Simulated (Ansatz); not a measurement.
# Si20H30 bond sphere (Si₂₀H₃₀): geometry, orbitals and charge

What does Si20H30 bond sphere (Si₂₀H₃₀) look like as a singlet, and where do its frontier electrons sit?

Program: Ansatz 0.2.0, Gaussian basis. Level of theory: RKS PBE0-D4/def2-SVP. These are calculated values, not measurements.

Levels to be run: relaxation at PBE-D4/def2-SVP; a single point at PBE0-D4/def2-SVP.

### Step 1. Starting geometry

50 atoms, charge 0, spin multiplicity 1.

Atoms are counted from 1 here; the program's logs count them from 0.

Bond lengths: Si1–Si11 2.339 Å, Si1–Si12 2.338 Å, Si1–Si13 2.393 Å, Si1–H21 1.478 Å, Si2–Si11 2.316 Å, Si2–Si14 2.338 Å, Si2–H22 1.468 Å, Si2–H23 1.471 Å, Si3–Si13 2.392 Å, Si3–Si15 2.338 Å, Si3–Si16 2.338 Å, Si3–H24 1.479 Å, Si4–Si14 2.338 Å, Si4–Si15 2.316 Å, Si4–H25 1.471 Å, Si4–H26 1.468 Å, Si5–Si12 2.316 Å, Si5–Si17 2.338 Å and more. Angles: Si11–Si1–Si12 103.8°, Si11–Si1–Si13 114.9°, Si11–Si1–H21 108.8°, Si12–Si1–Si13 114.9°, Si12–Si1–H21 108.8°, Si13–Si1–H21 105.4°, Si11–Si2–Si14 112.0°, Si11–Si2–H22 109.5°, Si11–Si2–H23 111.0°, Si14–Si2–H22 111.6°, Si14–Si2–H23 109.8°, H22–Si2–H23 102.6°, Si13–Si3–Si15 114.8°, Si13–Si3–Si16 114.9°, Si13–Si3–H24 105.5°, Si15–Si3–Si16 103.9°, Si15–Si3–H24 108.9°, Si16–Si3–H24 108.8° and more.

The start is a GFN2-xTB geometry.

### Step 2. Optimising with PBE-D4/def2-SVP

Input file in.yaml:

```yaml
crystal:
  periodic: [false, false, false]
  atoms:
    - {symbol: Si, position_ang: [-2.024340, -2.026990, -0.789000]}
    - {symbol: Si, position_ang: [-2.223910, 0.802130, -3.409160]}
    - {symbol: Si, position_ang: [-2.026830, 0.789820, 2.023570]}
    - {symbol: Si, position_ang: [-2.223230, 3.407410, -0.809040]}
    - {symbol: Si, position_ang: [0.802760, -2.227650, -3.404690]}
    - {symbol: Si, position_ang: [0.787390, -2.024300, 2.027760]}
    - {symbol: Si, position_ang: [3.407550, -2.224760, -0.799560]}
    - {symbol: Si, position_ang: [0.704280, 0.701690, -0.702850]}
    - {symbol: Si, position_ang: [0.802290, 3.407150, 2.224760]}
    - {symbol: Si, position_ang: [3.405190, 0.804780, 2.230710]}
    - {symbol: Si, position_ang: [-3.403170, -0.804740, -2.229450]}
    - {symbol: Si, position_ang: [-0.802000, -3.409740, -2.224230]}
    - {symbol: Si, position_ang: [-0.703270, -0.702800, 0.703190]}
    - {symbol: Si, position_ang: [-0.786270, 2.023130, -2.027420]}
    - {symbol: Si, position_ang: [-3.403840, 2.227490, 0.796890]}
    - {symbol: Si, position_ang: [-0.804640, 2.227650, 3.404040]}
    - {symbol: Si, position_ang: [2.025990, -0.790860, -2.024630]}
    - {symbol: Si, position_ang: [2.226460, -3.404370, 0.805870]}
    - {symbol: Si, position_ang: [2.224070, -0.801300, 3.410260]}
    - {symbol: Si, position_ang: [2.024970, 2.024440, 0.790530]}
    - {symbol: H, position_ang: [-2.871870, -2.871360, 0.079220]}
    - {symbol: H, position_ang: [-1.498780, 0.165390, -4.515730]}
    - {symbol: H, position_ang: [-3.137960, 1.717680, -4.109510]}
    - {symbol: H, position_ang: [-2.874680, -0.077820, 2.869410]}
    - {symbol: H, position_ang: [-3.137670, 4.107750, -1.724390]}
    - {symbol: H, position_ang: [-1.498490, 4.512480, -0.170010]}
    - {symbol: H, position_ang: [0.163690, -1.500450, -4.508200]}
    - {symbol: H, position_ang: [1.716090, -3.138540, -4.112330]}
    - {symbol: H, position_ang: [-0.081210, -2.870350, 2.874060]}
    - {symbol: H, position_ang: [4.114640, -3.137040, -1.711400]}
    - {symbol: H, position_ang: [4.508730, -1.494610, -0.159440]}
    - {symbol: H, position_ang: [0.162580, 4.510370, 1.496890]}
    - {symbol: H, position_ang: [1.715440, 4.111650, 3.138680]}
    - {symbol: H, position_ang: [4.512530, 0.167320, 1.507390]}
    - {symbol: H, position_ang: [4.105980, 1.720440, 3.144480]}
    - {symbol: H, position_ang: [-4.104690, -1.720880, -3.142610]}
    - {symbol: H, position_ang: [-4.511940, -0.169960, -1.505690]}
    - {symbol: H, position_ang: [-1.717160, -4.111790, -3.138050]}
    - {symbol: H, position_ang: [-0.163570, -4.514280, -1.497910]}
    - {symbol: H, position_ang: [0.083620, 2.867630, -2.872950]}
    - {symbol: H, position_ang: [-4.509460, 1.500560, 0.160880]}
    - {symbol: H, position_ang: [-4.112670, 3.138320, 1.708880]}
    - {symbol: H, position_ang: [-1.718630, 3.138410, 4.110690]}
    - {symbol: H, position_ang: [-0.167850, 1.500970, 4.509200]}
    - {symbol: H, position_ang: [2.871220, 0.077690, -2.871100]}
    - {symbol: H, position_ang: [1.499800, -4.509110, 0.167730]}
    - {symbol: H, position_ang: [3.138240, -4.109020, 1.720560]}
    - {symbol: H, position_ang: [3.135780, -1.715090, 4.115640]}
    - {symbol: H, position_ang: [1.497050, -0.164120, 4.515110]}
    - {symbol: H, position_ang: [2.871820, 2.869590, -0.077020]}
basis:
  gaussian: {orbitals: def2-SVP, fitting: {mean_field: def2-universal-jkfit}}
hamiltonian: {xc: pbe, dispersion: d4}
scf: {lower_state_search: "off"}
output: {orbitals: {seedname: orbitals}}
relax: {f_tol: 0.03, max_steps: 70}
```

Command:

```console
$ ansatz run in.yaml --threads 2 --pin off --events-out ev --progress --plain --max-ram 32768MiB --backend cuda --devices 0, --max-vram 18GiB
```

After this run come: Single point, PBE0-D4/def2-SVP.

**Question.** What will the summary of the whole plan be? Wanted: point group; commonest bond, hydrogen aside; HOMO, LUMO at PBE0-D4/def2-SVP; dipole at PBE-D4/def2-SVP.

**Answer**, as computed:

| quantity | value |
| --- | --- |
| point group | D3d |
| commonest bond, hydrogen aside | Si–Si, 25 of mean length 2.357 Å |
| HOMO, LUMO at PBE0-D4/def2-SVP | -7.29, -1.53 eV |
| dipole at PBE-D4/def2-SVP | 0.00 D |

What this shows: The molecule keeps its bonding pattern by the stored test; the atoms moved 0.09 Å (rms). No usable vibrations, so a minimum isn't proven. Whether this spin is the lowest isn't tested here.
